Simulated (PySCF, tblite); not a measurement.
# C7H12B2S: geometry, infrared bands and NMR shifts

Aim: predict the infrared bands and NMR shifts of C7H12B2S (`BC1=CS[C@@H]2CC[C@H]1[C@@H]2B`).

Programs: tblite 0.8.0 and PySCF 2.14.0, with density-fitted response routines of our own. Each step states its level of theory. These are calculated values for one molecule in the gas phase, unless marked as measured. Atoms are numbered from 0 throughout.

### Step 1. The starting structure

22 atoms, charge 0, multiplicity 1; geometry from: force field or distance geometry start.

Bonds of the start (Å): B0–C1 1.58, C1–C2 1.36, C2–S3 1.83, S3–C4 1.84, C4–C5 1.54, C5–C6 1.53, C6–C7 1.54, C7–C8 1.53, C8–B9 1.61, C7–C1 1.51, C8–C4 1.51, B0–H10 1.17, B0–H11 1.19, C2–H12 1.07, C4–H13 1.12, C5–H14 1.11, C5–H15 1.11, C6–H16 1.11, C6–H17 1.11, C7–H18 1.12, C8–H19 1.11, B9–H20 1.18, B9–H21 1.18.

### Step 2. Optimising the geometry with GFN2-xTB

The job: settings as JSON, then the geometry in Å.

```
{"job": {"kind": "relax", "xc": "GFN2-xTB", "basis": "xTB"}, "charge": 0, "multiplicity": 1}
B      1.484000     0.865600     2.294800
C      0.944400     0.192500     0.966800
C      1.809000    -0.552000     0.230900
S      1.326800    -1.418400    -1.301600
C     -0.375300    -0.750200    -1.485800
C     -0.305100     0.725300    -1.911500
C     -0.418100     1.534600    -0.612800
C     -0.464500     0.494400     0.520000
C     -1.113000    -0.716000    -0.163000
B     -1.131200    -2.084500     0.682400
H      2.582900     0.693900     2.660100
H      0.758700     1.559300     2.934500
H      2.823600    -0.678000     0.561800
H     -0.921000    -1.349600    -2.252100
H     -1.154800     0.979200    -2.579600
H      0.644000     0.962000    -2.430000
H      0.430900     2.245300    -0.489000
H     -1.366000     2.111800    -0.616600
H     -1.103600     0.850300     1.365500
H     -2.183100    -0.473600    -0.357700
H     -0.681900    -2.116000     1.774800
H     -1.597000    -3.056500     0.207400
```

Launch:

```bash
OMP_NUM_THREADS=1 python probes_run.py task.json out
```

The driver reads the jobs from task.json and runs them one after another.

**Question.** This job is followed by: GFN2-xTB harmonic vibrations, gas phase; GIAO PBE0/pcSseg-1 NMR shielding, non-relativistic, gas phase. What will the session give for the following? strongest single infrared mode (GFN2-xTB); zero-point energy (GFN2-xTB); ¹³C shifts against TMS (PBE0/pcSseg-1); ¹H shifts against TMS (PBE0/pcSseg-1, means over atoms taken as alike); ¹¹B shifts against BF3·OEt2 (PBE0/pcSseg-1); ³³S shifts against CS2 (PBE0/pcSseg-1); surface potential, 1st and 99th percentile.

The runs gave:

| quantity | value |
| --- | --- |
| strongest single infrared mode (GFN2-xTB) | 1554 cm⁻¹, 267 km/mol |
| zero-point energy (GFN2-xTB) | 108.0 kcal/mol |
| ¹³C shifts against TMS (PBE0/pcSseg-1) | 167.7, 162.2, 53.5, 50.3, 48.6, 45.7, 44.5 ppm |
| ¹H shifts against TMS (PBE0/pcSseg-1, means over atoms taken as alike) | 7.93, 7.52, 6.25, 3.76, 3.61, 2.50, 2.50, 2.35, 2.14, 2.13 ppm |
| ¹¹B shifts against BF3·OEt2 (PBE0/pcSseg-1) | 88.8, 64.5 ppm |
| ³³S shifts against CS2 (PBE0/pcSseg-1) | 182 ppm |
| surface potential, 1st and 99th percentile | -0.60 V and 1.17 V |

**Reading.** Over 84 steps the energy fell by 0.327 eV; of the close pairs, C2–S3 changed most, 1.825 to 1.728 Å. No mode is imaginary among the 60: a minimum at this level. The strongest single mode, at 1554 cm⁻¹, moves mainly C1 and C2. GFN2-xTB is a fitted tight-binding method: band positions and strengths are rough. Its intensities can rank the bands wrongly. At PBE0/pcSseg-1: The widest tensor belongs to S3: span 342 ppm, with a paramagnetic part of -735 ppm. By nearest atom (PBE0/pcSseg-1), the HOMO sits on S3 43 %; C1 24 % and the LUMO on B0 32 %; C2 22 %.
